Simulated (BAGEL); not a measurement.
**CH3BO (Borane carbonyl) at HF/def2-TZVP (density fitting with qzvpp-jkfit)**

What is the electronic atomisation energy of CH3BO (Borane carbonyl) at HF/def2-TZVP (density fitting with qzvpp-jkfit)? 

Program for the calculation: BAGEL 1.2.2.

17 further runs of the same task are left out: 1 that didn't finish, 16 set aside as unsound or not needed.

## Step 1: The molecule

The species is CH3BO (6 atoms), meant as a singlet with charge 0. As SMILES, `[BH3-]C#[O+]`. The shape is that of a GFN2-xTB optimisation.

Bond lengths: B1–C2 1.473 Å, C2–O3 1.142 Å, B1–H4 1.186 Å, B1–H5 1.187 Å, B1–H6 1.188 Å. Angles: B1–C2–O3 178.8°, C2–B1–H4 107.2°, C2–B1–H5 106.3°, C2–B1–H6 105.3°, H4–B1–H5 112.5°, H4–B1–H6 112.5°, H5–B1–H6 112.4°.

## Step 2: The energy at HF/def2-TZVP (density fitting with qzvpp-jkfit)

input.json

```json
{ "bagel" : [

{
  "title" : "molecule",
  "basis" : "def2-tzvp.json",
  "df_basis" : "qzvpp-jkfit",
  "angstrom" : "true",
  "geometry" : [
    { "atom" : "B", "xyz" : [   -0.267820,    0.395530,   -0.192970 ] },
    { "atom" : "C", "xyz" : [    0.482140,   -0.749160,    0.351570 ] },
    { "atom" : "O", "xyz" : [    1.081050,   -1.621230,    0.782350 ] },
    { "atom" : "H", "xyz" : [   -1.421210,    0.151210,   -0.065180 ] },
    { "atom" : "H", "xyz" : [    0.052740,    0.493160,   -1.331590 ] },
    { "atom" : "H", "xyz" : [    0.073090,    1.330480,    0.455820 ] }
  ]
},
{ "title" : "hf", "charge" : 0 },
{ "title" : "print", "file" : "orbitals.molden", "orbitals" : "true" }

]}
```

The basis set def2-TZVP is read from a file made from the Basis Set Exchange's data (not shown).

On the command line:

```console
BAGEL_NUM_THREADS=1 BAGEL input.json > input.out
```

Standard output:

```text
* using 1 threads per process

  ===============================================================
  ===============================================================

  *** Geometry ***

  { "atom" : "B", "xyz" : [     -0.506106,      0.747443,     -0.364660 ] },
  { "atom" : "C", "xyz" : [      0.911113,     -1.415707,      0.664371 ] },
  { "atom" : "O", "xyz" : [      2.042888,     -3.063681,      1.478427 ] },
  { "atom" : "H", "xyz" : [     -2.685698,      0.285745,     -0.123172 ] },
  { "atom" : "H", "xyz" : [      0.099664,      0.931937,     -2.516340 ] },
  { "atom" : "H", "xyz" : [      0.138120,      2.514243,      0.861375 ] },

  Number of auxiliary basis functions:      281

  Since a DF basis is specified, we compute 2- and 3-index integrals:
    o Being stored without compression. Storage requirement is 0.028 GB

  Number of basis functions:      111
  Number of electrons      :       22

    * METHOD: MOLECULE                             0.08

  *** RHF ***

  === Nuclear Repulsion ===
    57.0839460165

      * DIIS with orbital gradients will be used.

  === RHF iteration (def2-tzvp.json) ===
      0       -139.02903737          0.02038975           0.02
      1       -139.08735006          0.01851057           0.02
      2       -139.18831921          0.00196297           0.02
[... 10 lines of this table left out ...]
     13       -139.19043836          0.00000000           0.02
    * SCF iteration converged.

    * Permanent dipole moment:
           (   -0.288552,     0.459104,    -0.211596) a.u.

    * METHOD: HF                                   0.36

    * METHOD: PRINT                                0.01

  ===============================================================
```

It took 0.75 s on 1 thread of Intel Xeon 6975P-C (Granite Rapids), shared host; peak memory 0.086 GiB.

## Step 3: The B atom

input.json

```json
{ "bagel" : [

{
  "title" : "molecule",
  "basis" : "def2-tzvp.json",
  "df_basis" : "qzvpp-jkfit",
  "angstrom" : true,
  "geometry" : [
    { "atom" : "B", "xyz" : [       0.000000,       0.000000,       0.000000 ] }
  ]
},

{
  "title" : "uhf",
  "nopen" : 1
},

{
  "title" : "print",
  "file" : "orbitals.molden",
  "orbitals" : true
}

]}
```

The basis set def2-TZVP is read from a file made from the Basis Set Exchange's data (not shown).

Run the same way, it converges to -24.53233 Eh (log not shown).

## Step 4: The C atom at the same level

calc.json

```json
{ "bagel": [

{
  "title": "molecule",
  "basis": "def2-tzvp.json",
  "df_basis": "qzvpp-jkfit",
  "angstrom": true,
  "geometry": [
    { "atom": "C", "xyz": [       0.000000,       0.000000,       0.000000 ] }
  ]
},

{ "title": "uhf", "nopen": 2 },

{ "title": "print", "file": "orbitals.molden", "orbitals": true }

]}
```

The basis set def2-TZVP is read from a file made from the Basis Set Exchange's data (not shown).

Run the same way, it converges to -37.69248 Eh (log not shown).

## Step 5: The H atom

hf.json

```json
{ "bagel": [

{
  "title": "molecule",
  "basis": "def2-tzvp.json",
  "df_basis": "qzvpp-jkfit",
  "angstrom": "true",
  "geometry": [
    { "atom": "H", "xyz": [    0.000000,    0.000000,    0.000000 ] }
  ]
},
{
  "title": "uhf",
  "nopen": 1
},
{
  "title": "print",
  "file": "orbitals.molden",
  "orbitals": "true"
}

]}
```

The basis set def2-TZVP is read from a file made from the Basis Set Exchange's data (not shown).

Run the same way, it converges to -0.49981 Eh (log not shown).

## Step 6: The O atom

hf.json

```json
{ "bagel": [

{
  "title": "molecule",
  "basis": "def2-tzvp.json",
  "df_basis": "qzvpp-jkfit",
  "angstrom": true,
  "geometry": [
    { "atom": "O", "xyz": [       0.000000,       0.000000,       0.000000 ] }
  ]
},

{ "title": "uhf", "nopen": 2 },

{ "title": "print", "file": "orbitals.molden", "orbitals": true }

]}
```

The basis set def2-TZVP is read from a file made from the Basis Set Exchange's data (not shown).

On the command line:

```console
BAGEL_NUM_THREADS=1 BAGEL hf.json > hf.out
```

Standard output:

```text
* using 1 threads per process

  ===============================================================
  ===============================================================

  *** Geometry ***

  { "atom" : "O", "xyz" : [      0.000000,      0.000000,      0.000000 ] },

  Number of auxiliary basis functions:       77

  Since a DF basis is specified, we compute 2- and 3-index integrals:
    o Being stored without compression. Storage requirement is 0.001 GB

  Number of basis functions:       31
  Number of electrons      :        8

    * METHOD: MOLECULE                             0.01

  *** Open-shell HF ***

  === Nuclear Repulsion ===
     0.0000000000

      * DIIS with orbital gradients will be used.

  === UHF iteration (def2-tzvp.json) ===
      0        -74.79783522          0.01978783           0.00
      1        -74.81346894          0.00471314           0.00
      2        -74.81521291          0.00194324           0.00
      3        -74.81553191          0.00068818           0.00
      4        -74.81561214          0.00018472           0.00
      5        -74.81562236          0.00001055           0.00
      6        -74.81562276          0.00000290           0.00
      7        -74.81562282          0.00000139           0.00
      8        -74.81562284          0.00000027           0.00
      9        -74.81562284          0.00000002           0.00
     10        -74.81562284          0.00000000           0.00
    * SCF iteration converged.

    * S^2 (UHF) is 2.0082

    * Permanent dipole moment:
           (    0.000000,    -0.000000,     0.000000) a.u.

    * METHOD: UHF                                  0.02

    * METHOD: PRINT                                0.00

  ===============================================================
```

It took 0.32 s on 1 thread of Intel Xeon 6975P-C (Granite Rapids), shared host; peak memory 0.08 GiB.

## Step 7: Results

At HF/def2-TZVP (density fitting with qzvpp-jkfit):

| quantity | value |
| --- | --- |
| molecule: total energy | -139.19044 Eh |
| molecule: dipole moment | 1.48 D |
| molecule: HOMO energy | -12.92 eV |
| molecule: LUMO energy | 2.62 eV |
| molecule: HOMO–LUMO gap | 15.54 eV |
| B atom: total energy | -24.53233 Eh |
| B atom: dipole moment | 0.00 D |
| B atom: ⟨S²⟩ | 0.761 |
| C atom: total energy | -37.69248 Eh |
| C atom: dipole moment | 0.00 D |
| C atom: ⟨S²⟩ | 2.010 |
| H atom: total energy | -0.49981 Eh |
| H atom: dipole moment | 0.00 D |
| H atom: ⟨S²⟩ | 0.750 |
| O atom: total energy | -74.81562 Eh |
| O atom: dipole moment | 0.00 D |
| O atom: ⟨S²⟩ | 2.008 |
| electronic atomisation energy | 17.703 eV |

What this shows: Taking the molecule apart into free atoms costs 17.70 eV (1708 kJ/mol), before zero-point energy and without spin-orbit coupling. Hartree–Fock lacks the correlation of the bonding pairs, which as a rule makes this value much too low; in minimal bases other errors can mask that.
